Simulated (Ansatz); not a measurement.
# Sb: further runs on the relaxed cell

An exercise on one series of results from a longer session: the logs are not shown, and one member is left open.

Program: Ansatz 0.2.0. Level of theory: DFT r2SCAN, scalar-relativistic, plane waves, PAW. These are calculated values, not measurements.

1 further run of the same task is left out (set aside as unsound or not needed).

### The structure to begin with

It takes space group Pm-3m (No. 221, cubic). The conventional cell has a = 3.088 Å, b = 3.088 Å, c = 3.088 Å, α = 90.00°, β = 90.00°, γ = 90.00°. Sb (site symmetry m-3m) is surrounded by 6 Sb at 3.09 Å.

Coordinates:

```
CELL_PARAMETERS angstrom
3.08753 0.00000 0.00000
0.00000 3.08753 0.00000
0.00000 0.00000 3.08753
ATOMIC_POSITIONS crystal
Sb 0.00000 0.00000 0.00000
```

This cell was relaxed beforehand with the same method: volume 29.43 Å³/atom, gap on the mesh none (metal).

Set-up of the first run:

Input file input.yaml:

```yaml
crystal:
  lattice:
    - [3.0875323681, 0.0, 0.0]
    - [0.0, 3.0875323681, 0.0]
    - [0.0, 0.0, 3.0875323681]
  atoms:
    - { symbol: Sb, position: [0.0, 0.0, 0.0] }
basis:
  ecutwfc: 500
kpoints:
  mp_grid: { grid: [14, 14, 14] }
  band_path:
    path:
      - [[0.0, 0.0, 0.0], [0.0, 0.5, 0.0], [0.5, 0.5, 0.0], [0.0, 0.0, 0.0], [0.5, 0.5, 0.5], [0.0, 0.5, 0.0]]
      - [[0.5, 0.5, 0.5], [0.5, 0.5, 0.0]]
    npoints: 14
hamiltonian:
  xc: r2scan
scf:
  occupations: { method: gaussian, width: 0.1 }
  n_extra_bands: 6
output:
  forces: true
  stress: true
  eigenvalues: true
  populations: true
  dos: { projected: true, de: 0.02, nscf_kmesh: { grid: [21, 21, 21] } }
  bader: true
```

Command:

```
$ ansatz run input.yaml --threads 1 --pin off --max-ram 2560MiB --backend cpu --events-out ev --progress --plain --runs-dir out
```

Among the steps run: Static run: bands, density of states and charges; The cell as listed, for comparison; The cell scaled to 0.97 of its volume; The cell scaled to 1.03 of its volume; Volume × 0.94; Point at V/V0 = 1.06; Volume × 0.91; Point at V/V0 = 1.10; The cell scaled to 0.88 of its volume.

One of the session's tables, all rows but one given; the rest of the session is left out.

It belongs to the step «Fit of the equation of state». 

```
volume (Å³/atom)  energy above the lowest point (meV/atom)  pressure (GPa)
          25.901                                      96.3            9.98
          26.784                                      50.7            6.72
          27.667                                      21.5            4.09
          28.550                                         ?               ?
          29.433                                       0.0           -0.01
          30.316                                       4.6           -1.63
          31.199                                      17.5           -3.02
          32.376                                      45.5           -4.57
```

**Question.** Estimate the row for volume (Å³/atom) = 28.550.

Worked estimate for «energy above the lowest point (meV/atom)». A straight line through the neighbours (27.667, 21.5) and (29.433, 0.0) gives 21.5 + (0.0 − 21.5) × (28.550 − 27.667) / (29.433 − 27.667) = 10.7; a parabola fitted to 4 rows on both sides gives 5.1.

**Answer.** energy above the lowest point (meV/atom): 5.1; pressure (GPa): 1.89. In «energy above the lowest point (meV/atom)» the line misses by +5.6 and the parabola by 0.0.
